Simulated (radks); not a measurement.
# Spin polarisation of the 3d shell in Co³⁺

An exercise on one series of results from a longer session: the logs are not shown, and one member is left open.

The numbers are computed with radks (a radial shooting solver on a logarithmic mesh, Libxc functionals) version 1 (scalar-relativistic Kohn-Sham, BLYP, spin-polarised, spherical densities, finite nucleus), except any that are marked as measured or tabulated.

## The system

- element: cobalt (Z = 27)
- charge: +3
- electrons: 24
- configuration: [Ar] 3d(up 3, down 3)
- nuclear rms radius: 3.7875 fm

A shell typed twice in an input gives spin up, then spin down.

The first run:

Input:

```text
Z 27
configuration [Ar] 3d3 3d3
relativity scalar-relativistic
functional b88,lyp
spin polarised
nucleus finite rms 3.7875 fm
c 137.035999084
```

Steps of the session up to this table: No moment.

One table of the session follows, with a row left open; its other results are not shown here.

It belongs to the step «No moment». Radial moments (bohr):

```
level      <r>  outermost maximum (interpolated)  90 % within  nodes
   1s  0.05619                            0.0368        0.100      0
   2s   0.2555                             0.213        0.396      1
   2p   0.2249                             0.172        0.368      0
   3s   0.7683                             0.667         1.15      2
   3p   0.8052                             0.675         1.24      1
   3d        ?                                 ?            ?      ?
```

Q: Estimate the row for 3d from the others.

As computed: <r>: 0.9425; outermost maximum (interpolated): 0.653; 90 % within: 1.59; nodes: 0. In the column «<r>» it is the highest.
